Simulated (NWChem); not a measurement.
# One shape, several levels: GeH2BrCl (SMILES [Cl][GeH2][Br])

Wanted: a comparison of 6 runs (HF/def2-SVP, PBE/6-31G*, PBE0/6-31G*, PBE/def2-SVP, PBE0/def2-SVP, wB97X/def2-SVPD) of GeH2BrCl. 

The calculation is run with NWChem 7.3.0.

### 1 The structure to begin with

The species is GeH2BrCl (5 atoms), meant as a singlet with charge 0. SMILES: `[Cl][GeH2][Br]`. The shape is that of a PBE0-D4/def2-TZVP optimisation.

Bond lengths: Cl1–Ge2 2.141 Å, Ge2–Br3 2.293 Å, Ge2–H4 1.529 Å, Ge2–H5 1.529 Å. Angles: Cl1–Ge2–Br3 108.7°, Cl1–Ge2–H4 108.0°, Cl1–Ge2–H5 108.0°, Br3–Ge2–H4 108.3°, Br3–Ge2–H5 108.3°, H4–Ge2–H5 115.4°.

### 2 Energy and forces at HF/def2-SVP (run 1)

Input file test.nw:

```
start test
memory 2200 mb
charge 0
geometry units angstrom noautosym nocenter noautoz
  Cl   -1.724600    0.413900    1.007300
  Ge    0.005200    0.029700   -0.194800
  Br    1.631600   -0.892800    1.133200
  H    -0.380900   -0.993400   -1.263200
  H     0.518600    1.369000   -0.723800
end
basis "ao basis" spherical bse
  * library def2-SVP
end
scf
  nopen 0
  rhf
  thresh 1e-08
  maxiter 80
end
task scf gradient
```

On the command line:

```console
$ nwchem test.nw > test.out
```

Output:

```text
[...]
  functions       =    92
[...]
  wavefunction    = RHF
[...]
         Total SCF energy =  -5107.808901533394
      One-electron energy =  -8151.824863686102
      Two-electron energy =   2523.572831309430
 Nuclear repulsion energy =    520.443130843278
        Time for solution =     29.9s
[...]
                         RHF ENERGY GRADIENTS
    atom               coordinates                        gradient
                 x          y          z           x          y          z
   1 Cl     -3.259021   0.782158   1.903521    0.004416  -0.001045  -0.002786
   2 Ge      0.009827   0.056125  -0.368119   -0.000943  -0.001344   0.007527
   3 Br      3.083277  -1.687147   2.141437   -0.003164   0.001667  -0.002028
   4 H      -0.719797  -1.877254  -2.387102   -0.001379  -0.002858  -0.002096
   5 H       0.980012   2.587035  -1.367784    0.001071   0.003580  -0.000617
[...]
```

Wall time 46 s (1 thread of Intel Xeon Platinum 8259CL at 2.50GHz (Skylake/Cascade Lake), shared host); peak memory 0.1 GiB.

### 3 Energy and gradient at PBE/6-31G(d) (spherical functions) (run 2)

Input file run.py:

```python
from ase import Atoms
from ase.calculators.nwchem import NWChem

molecule = Atoms('ClGeBrHH', positions=[
    [-1.724600, 0.413900, 1.007300],
    [0.005200, 0.029700, -0.194800],
    [1.631600, -0.892800, 1.133200],
    [-0.380900, -0.993400, -1.263200],
    [0.518600, 1.369000, -0.723800],
])

calc = NWChem(
    label='m1',
    theory='dft',
    memory='2200 mb',
    basis='6-31G*',
    basispar='spherical bse',
    dft={'xc': 'xpbe96 cpbe96', 'mult': '1', 'grid': 'xfine', 'convergence': 'energy 1e-08', 'iterations': '100', 'mulliken': None, 'print': 'low'},
)
molecule.calc = calc

forces = molecule.get_forces()
e = molecule.get_potential_energy()
print(f"E = {e:.6f} eV")
print("forces (eV/A):")
for s, f in zip(molecule.symbols, forces):
    print(f"{s:2s} {f[0]:10.5f} {f[1]:10.5f} {f[2]:10.5f}")
```

On the command line:

```console
$ export ASE_NWCHEM_COMMAND="nwchem PREFIX.nwi > PREFIX.nwo"
$ python run.py
```

Output:

```text
E = -139080.901668 eV
forces (eV/A):
Cl   -0.47581    0.11750    0.27881
Ge    0.11107   -0.00360   -0.17268
Br    0.35111   -0.18810    0.23850
H    -0.09050   -0.21839   -0.23042
H     0.10413    0.29264   -0.11421
```

The calculator wrote m1.nwi:

```
title "m1"

permanent_dir m1

scratch_dir m1

start m1

geometry units angstrom nocenter noautosym noautoz
  Cl -1.7245999999999999e+00 4.1389999999999999e-01 1.0073000000000001e+00
  Ge 5.1999999999999998e-03 2.9700000000000001e-02 -1.9480000000000000e-01
  Br 1.6315999999999999e+00 -8.9280000000000004e-01 1.1332000000000000e+00
  H  -3.8090000000000002e-01 -9.9339999999999995e-01 -1.2632000000000001e+00
  H  5.1859999999999995e-01 1.3690000000000000e+00 -7.2380000000000000e-01
end

memory 2200 mb

basis spherical bse noprint
   * library 6-31G*
end

dft
  xc xpbe96 cpbe96
  mult 1
  grid xfine
  convergence energy 1e-08
  iterations 100
  mulliken
  print low
end

task dft gradient
```

m1.nwo:

```text
Northwest Computational Chemistry Package (NWChem) 7.3.0
             --------------------------------------------------------

           Job information
           ---------------

    nwchem branch   = 7.3.0
    use scalapack   = T
    input           = m1.nwi
    prefix          = m1.
    data base       = m1/m1.db
    status          = startup
    nproc           =        1

           Memory information
           ------------------

    heap     =     72089594 doubles =      550.0 Mbytes
    stack    =     72089599 doubles =      550.0 Mbytes
    global   =    144179200 doubles =     1100.0 Mbytes (distinct from heap & stack)
    total    =    288358393 doubles =     2200.0 Mbytes
    verify   = yes
    hardfail = no

[... 38 lines left out ...]
            Nuclear Dipole moment (a.u.)
[... 70 lines left out ...]
   convergence    iter        energy       DeltaE   RMS-Dens  Diis-err    time
[... 13 lines left out ...]
         Total DFT energy =    -5111.128905504866
      One electron energy =    -8149.654194579408
           Coulomb energy =     2716.521988673958
    Exchange-Corr. energy =     -198.439830442694
 Nuclear repulsion energy =      520.443130843277
[... 29 lines left out ...]
                         DFT ENERGY GRADIENTS

    atom               coordinates                        gradient
                 x          y          z           x          y          z
   1 Cl     -3.259021   0.782158   1.903521    0.009253  -0.002285  -0.005422
   2 Ge      0.009827   0.056125  -0.368119   -0.002160   0.000070   0.003358
   3 Br      3.083277  -1.687147   2.141437   -0.006828   0.003658  -0.004638
   4 H      -0.719797  -1.877254  -2.387102    0.001760   0.004247   0.004481
   5 H       0.980012   2.587035  -1.367784   -0.002025  -0.005691   0.002221

 Task  times  cpu:       73.7s     wall:       73.7s
 Total times  cpu:       73.8s     wall:       73.8s
```

Run time: 75 s. Hardware: 1 thread of Intel Xeon Platinum 8259CL at 2.50GHz (Skylake/Cascade Lake), shared host; peak memory 0.13 GiB.

Runs 3 to 5 aren't shown in full; the table further down has their settings and results.

### 4 Energy and forces at wB97X/def2-SVPD (run 6)

Input file brclgeh2.nw:

```
start brclgeh2
memory 2200 mb

geometry units angstroms noautosym nocenter noautoz
  Cl    -1.724600     0.413900     1.007300
  Ge     0.005200     0.029700    -0.194800
  Br     1.631600    -0.892800     1.133200
  H     -0.380900    -0.993400    -1.263200
  H      0.518600     1.369000    -0.723800
end

basis spherical bse
  * library def2-SVPD
end

dft
  xc wb97x
  grid fine
  convergence energy 1e-08
  iterations 100
  mulliken
  print medium
end

task dft gradient
```

On the command line:

```console
$ nwchem brclgeh2.nw > brclgeh2.out
```

Output:

```text
[...]
          Wavefunction type:  closed shell.
          No. of atoms     :     5
          No. of electrons :    86
[...]
          Charge           :     0
          Spin multiplicity:     1
[...]
          AO basis - number of functions:   122
[...]
              XC Information
              --------------
                       wb97x  Method XC Functional
                     Hartree-Fock (Exact) Exchange  1.000
                         wb97x Exchange Functional  1.000
                      wb97x Correlation Functional  1.000
[...]
 d= 0,ls=0.0,diis     1  -5111.9448285346 -5.63D+03  8.25D-03  4.93D-01    19.2
[...]
 d= 0,ls=0.0,diis    10  -5112.0042002523 -5.69D-09  2.10D-07  1.26D-09   181.7
         Total DFT energy =    -5112.004200252311
      One electron energy =    -8150.101842783250
           Coulomb energy =     2717.133241008600
    Exchange-Corr. energy =     -199.478729320940
 Nuclear repulsion energy =      520.443130843278
[...]
      Total Density - Mulliken Population Analysis
     ---------------------------------------------
    Atom       Charge   Shell Charges
 -----------   ------   -------------------------------------------------------
    1 Cl  17    17.48   2.00  1.98  1.26  0.68  0.07  5.93  2.17  3.15  0.21  0.02  0.02
    2 Ge  32    31.29   2.00  2.00  1.99  1.20  0.01 -0.04  6.00  5.97  1.32  0.58  8.10  1.81  0.32  0.03
    3 Br  35    35.35   2.00  2.00  1.99  1.43  0.49  0.06  6.00  5.98  2.39  2.87  0.12  8.20  1.74  0.09  0.01
    4 H    1     0.94   0.71  0.22  0.01  0.00
    5 H    1     0.94   0.71  0.22  0.01  0.00
[...]
  wavefunction    = closed shell
[...]
                         DFT ENERGY GRADIENTS
    atom               coordinates                        gradient
                 x          y          z           x          y          z
   1 Cl     -3.259021   0.782158   1.903521    0.004544  -0.000962  -0.003362
   2 Ge      0.009827   0.056125  -0.368119   -0.004436   0.000273   0.006269
   3 Br      3.083277  -1.687147   2.141437   -0.000468   0.000335  -0.000690
   4 H      -0.719797  -1.877254  -2.387102   -0.000246  -0.000945  -0.001369
   5 H       0.980012   2.587035  -1.367784    0.000607   0.001299  -0.000848
[...]
```

It took 5 min on 1 thread of Intel Xeon Platinum 8259CL at 2.50GHz (Skylake/Cascade Lake), shared host; peak memory 0.13 GiB.

### 5 Overview of the runs

```tsv
run	level	iteration cap	module	energy (Eh)	dipole moment (D)	largest force (eV/Å)	wall time
1	HF/def2-SVP	80	scf	-5107.808902	2.12	0.396	46 s
2	PBE/6-31G* (spherical functions)	100	dft	-5111.128906	–	0.564	75 s
3	PBE0/6-31G* (spherical functions)	100	dft	-5111.313826	2.12	0.199	72 s
4	PBE/def2-SVP	100	dft	-5111.022728	1.67	0.535	38 s
5	PBE0/def2-SVP	100	dft	-5111.209939	1.85	0.203	40 s
6	wB97X/def2-SVPD	100	dft	-5112.004200	1.98	0.395	5 min
```

### 6 Outcome

| quantity | value |
| --- | --- |
| run 6: total energy | -5112.00420 Eh |
| run 6: dipole moment | 1.98 D |
| run 6: HOMO energy | -11.00 eV |
| run 6: LUMO energy | 0.78 eV |
| run 6: HOMO–LUMO gap | 11.78 eV |
| run 6: largest force on an atom | 0.395 eV/Å |

**Reading.** Over runs 1, 3, 4, 5, 6 the dipole moment (its size) runs from 1.67 D (PBE/def2-SVP) to 2.12 D (PBE0/6-31G*). The two ends differ in method and basis. Over runs 1, 3, 6 the HOMO–LUMO gap runs from 7.56 eV (PBE0/6-31G*) to 14.58 eV (HF/def2-SVP). Totals of different functionals can't be ranked against each other. All runs together took 9.5 min, the longest 5 min.
